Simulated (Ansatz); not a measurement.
**CH3BClNO: basis-set convergence**

One table from this session's results is given with a row withheld; the runs are named, their logs left out.

The runs use Ansatz 0.2.0, Gaussian basis; one geometry, several basis sets.

Levels to be run: PBE0-D4/def2-SVP; ωB97M-V/def2-SVP; PBE0-D4/def2-QZVPP; ωB97M-V/def2-QZVPP; the functionals' def2-TZVPP values are taken from earlier runs.

**The relaxed structure**

All runs share one geometry, relaxed beforehand with PBE0-D4 in a triple-zeta def2 set.

SMILES `N=CB(O)Cl`, 8 atoms, charge 0, spin multiplicity 1.

Atoms are counted from 1 here; the program's logs count them from 0.

Bond lengths: N1–C2 1.270 Å, N1–H6 1.025 Å, C2–B3 1.571 Å, C2–H7 1.096 Å, B3–O4 1.342 Å, B3–Cl5 1.771 Å, O4–H8 0.962 Å. Angles: C2–N1–H6 110.1°, N1–C2–B3 126.2°, N1–C2–H7 116.5°, B3–C2–H7 117.2°, C2–B3–O4 119.1°, C2–B3–Cl5 119.9°, O4–B3–Cl5 121.0°, B3–O4–H8 114.5°.

Set-up of the first run:

in.yaml reads:

```yaml
crystal:
  periodic: [false, false, false]
  atoms:
    - {symbol: N, position_ang: [-0.428540, 1.745593, 0.743683]}
    - {symbol: C, position_ang: [-0.322665, 0.482149, 0.812438]}
    - {symbol: B, position_ang: [0.172346, -0.471905, -0.333954]}
    - {symbol: O, position_ang: [0.230142, -1.793214, -0.105455]}
    - {symbol: Cl, position_ang: [0.644353, 0.203485, -1.901452]}
    - {symbol: H, position_ang: [-0.141039, 2.072779, -0.183706]}
    - {symbol: H, position_ang: [-0.604618, 0.018193, 1.764390]}
    - {symbol: H, position_ang: [0.542121, -2.314078, -0.851745]}
basis:
  gaussian: {orbitals: def2-SVP}
hamiltonian: {xc: pbe0, dispersion: d4}
output: {orbitals: {seedname: orbitals}}
```

Steps of the session up to this table: PBE0-D4 in def2-SVP; ωB97M-V in def2-SVP; PBE0-D4 in def2-QZVPP; ωB97M-V in def2-QZVPP.

One of the session's tables, all rows but one given; the rest of the session is left out.

It belongs to the step «Functionals by basis». 

```
functional       basis  HOMO (eV)  LUMO (eV)
   PBE0-D4    def2-SVP      -7.37      -1.66
   PBE0-D4  def2-TZVPP          ?          ?
   PBE0-D4  def2-QZVPP      -7.70      -1.97
   ωB97M-V    def2-SVP      -9.73       0.63
   ωB97M-V  def2-TZVPP     -10.04       0.31
   ωB97M-V  def2-QZVPP     -10.09       0.23
```

Estimate the missing values for PBE0-D4, def2-TZVPP.

The run gave: HOMO (eV): -7.66; LUMO (eV): -1.91. In the column «HOMO (eV)» it lies between PBE0-D4, def2-QZVPP (-7.70) and PBE0-D4, def2-SVP (-7.37).
